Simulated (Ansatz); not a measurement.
**Ga4PN3: the band gap up the ladder of functionals**

An exercise on one series of results from a longer session: the logs are not shown, and one member is left open.

Code: Ansatz 0.2.0. PAW datasets, plane waves. The cell comes from a prototype generator: it can be a known phase or a hypothetical one. Spin polarisation is off.

### Starting point

The cell was relaxed beforehand with r2SCAN.

The symmetry is P-43m (No. 215, cubic); a = 4.746 Å in the conventional setting, 13.37 Å³ an atom. N has 4 Ga at 2.01 Å; Ga has 3 N at 2.01 Å and 1 P at 2.21 Å; P has 4 Ga at 2.21 Å.

Structure file:

```cif
data_structure
_symmetry_space_group_name_H-M 'P 1'
_symmetry_Int_Tables_number 1
_cell_length_a 4.7463
_cell_length_b 4.7463
_cell_length_c 4.7463
_cell_angle_alpha 90.000
_cell_angle_beta 90.000
_cell_angle_gamma 90.000
_cell_volume 106.92
loop_
_atom_site_label
_atom_site_type_symbol
_atom_site_fract_x
_atom_site_fract_y
_atom_site_fract_z
_atom_site_occupancy
N1 N 0.50000 0.00000 0.00000 1
Ga1 Ga 0.23066 0.76934 0.76934 1
N2 N 0.00000 0.50000 0.00000 1
Ga2 Ga 0.76934 0.23066 0.76934 1
N3 N 0.00000 0.00000 0.50000 1
Ga3 Ga 0.76934 0.76934 0.23066 1
P1 P 0.50000 0.50000 0.50000 1
Ga4 Ga 0.23066 0.23066 0.23066 1
```

The first run:

File input.yaml:

```yaml
crystal:
  lattice:
    - [4.746319041, 0.0, 0.0]
    - [0.0, 4.746319041, 0.0]
    - [0.0, 0.0, 4.746319041]
  atoms:
    - { symbol: "N", position: [0.5, 0.0, 0.0] }
    - { symbol: Ga, position: [0.230658456, 0.769341544, 0.769341544] }
    - { symbol: "N", position: [0.0, 0.5, 0.0] }
    - { symbol: Ga, position: [0.769341544, 0.230658456, 0.769341544] }
    - { symbol: "N", position: [0.0, 0.0, 0.5] }
    - { symbol: Ga, position: [0.769341544, 0.769341544, 0.230658456] }
    - { symbol: P, position: [0.5, 0.5, 0.5] }
    - { symbol: Ga, position: [0.230658456, 0.230658456, 0.230658456] }
kpoints:
  mp_grid: { grid: [6, 6, 6] }
  band_path:
    path:
      - [[0.0, 0.0, 0.0], [2.854884770216e-51, 0.5, 4.091548300527e-34], [0.5, 0.5, 3.651960466586e-34], [0.0, 0.0, 0.0], [0.5, 0.5, 0.5], [2.854884770216e-51, 0.5, 4.091548300527e-34]]
      - [[0.5, 0.5, 0.5], [0.5, 0.5, 3.651960466586e-34]]
    npoints: 10
hamiltonian:
  xc: pbe
scf:
  occupations: { method: fermi_dirac, width: 0.02 }
  n_extra_bands: 6
output:
  forces: true
  stress: true
  eigenvalues: true
  write_density: true
  write_potential: true
  elf: true
  volumetric_format: npy
```

Command:

```
$ ansatz run input.yaml --threads 2 --pin off --max-ram 18432MiB --backend cpu --events-out ev --progress --plain --runs-dir out
```

Steps of the session up to this table: Band structure with PBE; r2SCAN; HSE06; Single point with PBE+SOC.

One of the session's tables, all rows but one given; the rest of the session is left out.

```
  level  gap (eV)
    PBE      0.00
 r2SCAN      0.13
  HSE06         ?
PBE+SOC      0.00
```

Estimate the missing values for HSE06.

As computed: gap (eV): 0.69. In the column «gap (eV)» it is the highest.

Meshes: PBE 6×6×6, r2SCAN 6×6×6, HSE06 4×4×4, PBE+SOC 6×6×6

What this shows: PBE finds no gap, while r2SCAN, HSE06 open one of up to 0.69 eV: the level of theory decides whether this is called a metal.

Limits of these values: Warnings in the runs' records: stress scf threshold loose, stress exchange threshold loose.
